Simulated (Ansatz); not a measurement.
# CsGdO3 (Pm-3m): comparison of functionals at one structure

Wanted for CsGdO3 (Pm-3m): a comparison of functionals at one structure.

Computed with Ansatz 0.2.0 through its Python package. The levels of theory stand in the script.

## 1. The system

The structure is cubic, space group Pm-3m (No. 221). Conventional cell: a = 4.545 Å, b = 4.545 Å, c = 4.545 Å, α = 90.00°, β = 90.00°, γ = 90.00°. Cs (site symmetry m-3m) is surrounded by 12 O at 3.21 Å. Gd (site symmetry m-3m) is surrounded by 6 O at 2.27 Å. Around O (site symmetry 4/mmm) lie 2 Gd at 2.27 Å and 4 Cs at 3.21 Å.

The script holds or builds the structure itself.

## 2. The script

csgdo3_xc.py reads:

```python
import warnings

import ansatz as az
import pandas as pd

ECUT = 510

warnings.simplefilter("ignore", az.DeckWarning)

system = (
    az.Lattice.of((4.545455, 0.0, 0.0), (0.0, 4.545455, 0.0), (0.0, 0.0, 4.545455))
    .atom("Cs", (0.0, 0.0, 0.0))
    .atom("Gd", (0.5, 0.5, 0.5))
    .atom("O", (0.5, 0.5, 0.0))
    .atom("O", (0.5, 0.0, 0.5))
    .atom("O", (0.0, 0.5, 0.5))
    .moments(Gd=4.9)
)

job = (
    system.calculation()
    .occupations(az.OccupationsMethod.FERMI_DIRAC)
    .basis(ECUT)
    .kpoints(6)
    .spin(az.SpinTreatment.COLLINEAR)
    .stress()
)

rows = []
for value in ["blyp", "lda", "pbesol"]:
    report = job.functional(value).run(threads=1).report
    rows.append((value, report["free_energy_ev"] / len(report["lattice"]["sites"]), report["n_iterations"], sum(report["stress_gpa"][i][i] for i in range(3)) / 3, report["magnetization_mub"], report["n_kpoints"]))

table = pd.DataFrame(rows, columns=["functional", "F/atom (eV)", "iterations", "P (GPa)", "moment (muB)", "k-points"])
print(table.round(5).to_string(index=False))
```

## 3. The calls as engine input

The engine receives this input (first run):

```yaml
crystal:
  lattice:
    - [4.545455, 0.0, 0.0]
    - [0.0, 4.545455, 0.0]
    - [0.0, 0.0, 4.545455]
  atoms:
    - { symbol: Cs, position: [0.0, 0.0, 0.0] }
    - { symbol: Gd, position: [0.5, 0.5, 0.5] }
    - { symbol: O, position: [0.5, 0.5, 0.0] }
    - { symbol: O, position: [0.5, 0.0, 0.5] }
    - { symbol: O, position: [0.0, 0.5, 0.5] }
basis:
  ecutwfc: 510.0
kpoints:
  mp_grid:
    grid: [6, 6, 6]
hamiltonian:
  xc: blyp
magnetization:
  spin_polarized: true
  per_species:
    Gd: 4.9
scf:
  occupations:
    method: fermi_dirac
output:
  stress: true
```

## 4. Running it

Run with:

```sh
> python csgdo3_xc.py
```

What it wrote:

```text
functional  F/atom (eV)  iterations  P (GPa)  moment (muB)  k-points
      blyp  -3350.66487          13  3.49040       5.00067        20
       lda  -3259.87882          13 -6.59150       5.00111        20
    pbesol  -3299.63416          13 -3.39287       5.00065        20
```

Wall time 46 s (1 thread of Intel Xeon Platinum 8259CL at 2.50GHz (Skylake/Cascade Lake), shared host); peak memory 0.65 GiB.

## 5. Inputs of later runs

The engine's inputs for the other runs:

Run 2, against run 1:

```diff
@@ -18 +18 @@
-  xc: blyp
+  xc: lda
```

Run 3, against run 1:

```diff
@@ -18 +18 @@
-  xc: blyp
+  xc: pbesol
```

## 6. What each run gave

From the records of these 3 runs:

```tsv
run	functional	energy (eV/atom)	pressure (GPa)	moment (μB/cell)	SCF cycles	CPU time (s)
1	blyp	-3350.6649	3.49	5.00	13	15
2	lda	-3259.8788	-6.59	5.00	13	15
3	pbesol	-3299.6342	-3.39	5.00	13	14
```

Energies are free energies F = E - TS of the smeared occupations. Totals hang on method, basis and potentials, so only like runs compare.

## 7. Outcome

```
             quantity                         value
        runs compared                             3
pressure at this cell  -6.6 (lda) to 3.5 GPa (blyp)
```

In words: From lowest to highest: LDA (-6.6 GPa), PBEsol (-3.4 GPa) and BLYP (3.5 GPa). At a fixed cell a lower pressure usually means a smaller equilibrium volume, so LDA prefers the smallest cell and BLYP the largest. Caveats:
- Open f shells: without a Hubbard U, without spin-orbit coupling; the state reached hangs on the start and needn't be the lowest.
- Without U the f states sit at the Fermi level and can close a real gap.
- For a metal this k-point mesh is coarse: on a finer one energies can move by several to tens of meV an atom and pressures by half a GPa or more, differences at one mesh by less.
- The overall sign of a collinear moment is arbitrary, and semilocal functionals can give small moments to compounds that are paramagnetic.
- Pressure is positive in compression.
- The structure comes from a database of computed cells and needn't be a stable or known phase.
- Total energies of different functionals can't be compared; pressures, moments and gaps at this one structure can.
